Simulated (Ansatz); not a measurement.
# Ti3C: the cost of one run

Method: DFT PBEsol, scalar-relativistic, plane waves, PAW, in Ansatz 0.2.0.

1 further run of the same task is left out (set aside as unsound or not needed). Runs told in other sessions of the task aren't counted.

## 1. The system as given

Symmetry: Cm, No. 8, monoclinic system. The conventional cell has a = 3.210 Å, b = 4.539 Å, c = 19.776 Å, α = 90.00°, β = 90.00°, γ = 90.00°. Ti (site symmetry m) is surrounded by 6 Ti at 2.68 to 2.78 Å. Ti (site symmetry m) has 8 Ti at 2.67 to 2.78 Å in its first shell of neighbours. Ti (site symmetry m) is surrounded by 1 C at 1.89 Å. C (site symmetry m) is surrounded by 1 Ti at 1.89 Å.

Coordinates:

```
CELL_PARAMETERS angstrom
2.77979 0.00000 0.00000
-0.92660 2.62081 0.00000
0.00000 0.00000 19.77566
ATOMIC_POSITIONS crystal
Ti 0.50000 0.50000 0.20227
Ti 0.00000 0.00000 0.31066
Ti 0.50000 0.50000 0.41848
C 0.66667 0.66667 0.51019
```

This is the geometry of the first run shown, built on a cell relaxed beforehand with the same method.

## 2. What is varied

Atoms count from 1 in the order of the input.

C is moved over the surface cell; relaxed at each place: the height of the adsorbate's atoms; substrate rigid; the origin of the map has the adsorbate above Ti3.

First coordinate, position of C4 along the first surface vector, from above Ti3: 6 values from 0.000 to 0.833, periodic. Second coordinate, position of C4 along the second surface vector, from above Ti3: 6 values from 0.000 to 0.833, periodic.

Relaxed at each point: the height of the adsorbate's atoms; substrate rigid. Points are written as (first, second).

The two vectors of the plane (Å): (2.780, 0.000, 0.000); (-0.927, 2.621, 0.000).

## 3. Point (1/6, 1/6) of the map's two axes

The input, input.yaml:

```yaml
crystal:
  lattice:
    - [2.7797925781, 0.0, 0.0]
    - [-0.926597526, 2.6208135764, 0.0]
    - [0.0, 0.0, 19.7756614792]
  atoms:
    - { symbol: Ti, position: [0.5, 0.5, 0.2022688346] }
    - { symbol: Ti, position: [0.0, 0.0, 0.3106574497] }
    - { symbol: Ti, position: [0.5, 0.5, 0.4184771006] }
    - { symbol: C, position: [0.6666666667, 0.6666666667, 0.5101901497] }
basis:
  ecutwfc: 420
kpoints:
  mp_grid: { grid: [10, 10, 1] }
hamiltonian:
  xc: pbesol
  pseudopotentials: { kind: paw, azcp: { folder: soft_1 } }
scf:
  occupations: { method: gaussian, width: 0.1 }
output:
  forces: true
  eigenvalues: true
  write_density: true
  write_potential: true
  elf: true
  volumetric_format: npy
relax:
  adjacent_minimum: "off"
  f_tol: 0.025
  max_steps: 16
  constraints: [{ sites: [0, 1, 2] }, { sites: [3], fix: xy }]
efield:
  axis: 3
  dipole_correction: true
  ramp_width: 0.04
```

The run is started by

```sh
ansatz run input.yaml --threads 1 --pin off --max-ram 3072MiB --backend cpu --events-out ev --progress --plain --runs-dir out
```

Q: Estimate wall time and peak memory on 1 thread of Intel Xeon Platinum 8259CL at 2.50GHz (Skylake/Cascade Lake), shared host.

About 25 s, with a peak of 0.46 GiB.
